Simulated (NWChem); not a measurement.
# U-r2SCAN-D3(BJ)/jorge-DZP run of BH3Se (SMILES B[SeH])

What is the vertical singlet–triplet gap of BH3Se at U-r2SCAN-D3(BJ)/jorge-DZP? 

The results are computed with NWChem 7.3.0.

1 further run of the same task is left out (set aside as unsound or not needed).

**1. Starting point**

BH3Se: 5 atoms, total charge 0, spin state singlet. SMILES: `B[SeH]`. Geometry: relaxed at PBE0-D4/def2-TZVP.

Bond lengths: B1–Se2 1.899 Å, B1–H3 1.189 Å, B1–H4 1.191 Å, Se2–H5 1.470 Å. Angles: B1–Se2–H5 97.7°, Se2–B1–H3 121.0°, Se2–B1–H4 115.7°, H3–B1–H4 123.2°.

**2. The charge distribution at U-r2SCAN-D3(BJ)/jorge-DZP**

Contents of a.nw:

```
start a
memory stack 880 mb heap 220 mb global 1100 mb
geometry units angstrom noautoz
 B       -0.114800      -0.638000       0.043400
 Se       1.035300       0.860500      -0.146800
 H       -1.293000      -0.499900       0.125400
 H        0.421600      -1.700900       0.073400
 H        0.000800       1.904800      -0.136900
end
basis spherical bse
 * library jorge-DZP
end
dft
 xc r2scan
 odft
 disp vdw 4
 grid coarse
 convergence energy 1e-08
 iterations 100
 mulliken
end
property
 esp
 quadrupole
 octupole
 electrondensity
end
task dft property
```

On the command line:

```sh
$ nwchem a.nw > a.out
```

Log:

```text
[...]
 Group name             Cs
[...]
          Wavefunction type:  spin polarized.
          No. of atoms     :     5
          No. of electrons :    42
[...]
          Charge           :     0
          Spin multiplicity:     1
[...]
          AO basis - number of functions:    73
[...]
              XC Information
              --------------
                      r^2SCAN Method XC Functional
               r^2SCAN metaGGA Exchange Functional  1.000
                     r^2SCAN Correlation Potential  1.000
[...]
 d= 0,ls=0.0,diis     1  -2428.0603485318 -2.51D+03  4.63D-03  1.25D+00     1.6
[...]
 d= 0,ls=0.0,diis     8  -2428.0898962140  4.58D-09  3.67D-06  8.26D-08     8.9
[...]
         Total DFT energy =    -2428.089896213974
      One electron energy =    -3536.211575287014
           Coulomb energy =     1121.295293243549
    Exchange-Corr. energy =      -92.317088645994
 Nuclear repulsion energy =       79.144125127791
    Dispersion correction =       -0.000650652306
[...]
      Total Density - Mulliken Population Analysis
     ---------------------------------------------
    Atom       Charge   Shell Charges
 -----------   ------   -------------------------------------------------------
    1 B    5     5.28   0.93  1.05  0.66  0.49  1.80  0.30  0.06
    2 Se  34    33.81   0.35  0.71  0.90  1.01  1.01  2.01  0.97  0.86  2.31  2.57  1.33  5.78  1.69  2.32  8.24  1.75  0.00
    3 H    1     0.96   0.75  0.20  0.02
    4 H    1     0.96   0.75  0.19  0.02
    5 H    1     0.99   0.73  0.22  0.03
[...]
      <S2> =     -0.0000 (Exact =     0.0000)
[...]
```

Run time: 9.9 s. Hardware: 1 thread of INTEL XEON PLATINUM 8581C at 2.10GHz (Emerald Rapids), shared host; peak memory 0.12 GiB.

Atomic charges (e):

```
atom  Mulliken  Löwdin
  B1    -0.280  -0.400
 Se2    +0.190  +0.500
  H3    +0.040  -0.020
  H4    +0.040  -0.020
  H5    +0.010  -0.060
```

**3. The triplet**

Contents of geom.nw:

```
START geom
memory 2200 mb

GEOMETRY units angstrom noautosym nocenter
  zmatrix
    B
    Se 1 1.898528
    H 1 1.189097 2 121.02919
    H 1 1.190958 3 123.24224 2 -179.99353
    H 2 1.469983 1 97.68535 3 0.00604
  end
END

BASIS spherical bse
  * library jorge-DZP
END

DFT
  xc r2scan
  mult 3
  disp vdw 4
  grid coarse
  convergence energy 1e-08
  iterations 150
  mulliken
END

PROPERTY
  esp
  quadrupole
  octupole
  electrondensity
END

TASK dft property
```

On the command line:

```sh
$ nwchem geom.nw > geom.out
```

Log:

```text
[...]
          Wavefunction type:  spin polarized.
          No. of atoms     :     5
          No. of electrons :    42
[...]
          Charge           :     0
          Spin multiplicity:     3
[...]
          AO basis - number of functions:    73
[...]
              XC Information
              --------------
                      r^2SCAN Method XC Functional
               r^2SCAN metaGGA Exchange Functional  1.000
                     r^2SCAN Correlation Potential  1.000
[...]
 d= 0,ls=0.0,diis     1  -2427.8647780816 -2.51D+03  4.13D-02  1.29D+00     2.0
[...]
 d= 0,ls=0.5,diis    18  -2427.9231553600 -7.01D-09  1.29D-06  2.93D-09    25.2
[...]
         Total DFT energy =    -2427.923155363035
      One electron energy =    -3533.520426802643
           Coulomb energy =     1118.774971316438
    Exchange-Corr. energy =      -92.321173631874
 Nuclear repulsion energy =       79.144124407352
    Dispersion correction =       -0.000650652308
[...]
      Total Density - Mulliken Population Analysis
     ---------------------------------------------
    Atom       Charge   Shell Charges
 -----------   ------   -------------------------------------------------------
    1 B    5     5.73   0.93  1.05  0.59  0.49  2.02  0.62  0.04
    2 Se  34    33.41   0.35  0.71  0.90  1.01  1.00  2.01  1.04  0.82  2.31  2.57  1.33  5.78  1.64  1.94  8.24  1.76  0.00
    3 H    1     0.96   0.74  0.20  0.02
    4 H    1     0.95   0.74  0.19  0.02
    5 H    1     0.95   0.73  0.19  0.03
[...]
      <S2> =      2.0091 (Exact =     2.0000)
[...]
```

Wall time 28 s (1 thread of INTEL XEON PLATINUM 8581C at 2.10GHz (Emerald Rapids), shared host); peak memory 0.12 GiB.

Atomic charges (e):

```
atom  Mulliken  Löwdin
  B1    -0.730  -0.820
 Se2    +0.590  +0.920
  H3    +0.040  -0.030
  H4    +0.050  -0.030
  H5    +0.050  -0.050
```

**4. Results**

Level: U-r2SCAN-D3(BJ)/jorge-DZP.

| quantity | value |
| --- | --- |
| singlet: total energy | -2428.08990 Eh |
| singlet: dipole moment | 0.93 D |
| singlet: HOMO energy | -7.09 eV |
| singlet: LUMO energy | -1.90 eV |
| singlet: HOMO–LUMO gap | 5.19 eV |
| singlet: dispersion energy | -1.71 kJ/mol |
| triplet: total energy | -2427.92316 Eh |
| triplet: dipole moment | 4.83 D |
| triplet: HOMO energy (highest over α and β) | -2.74 eV |
| triplet: dispersion energy | -1.71 kJ/mol |
| triplet: ⟨S²⟩ | 2.009 |
| vertical energy of the triplet above the singlet | 4.537 eV |

**Reading.** At this shape the triplet lies 4.54 eV (438 kJ/mol) above the singlet. Mulliken charges (singlet) run from -0.28 on B1 to +0.19 on Se2; they depend strongly on the basis. Mulliken charges (triplet) run from -0.73 on B1 to +0.59 on Se2.
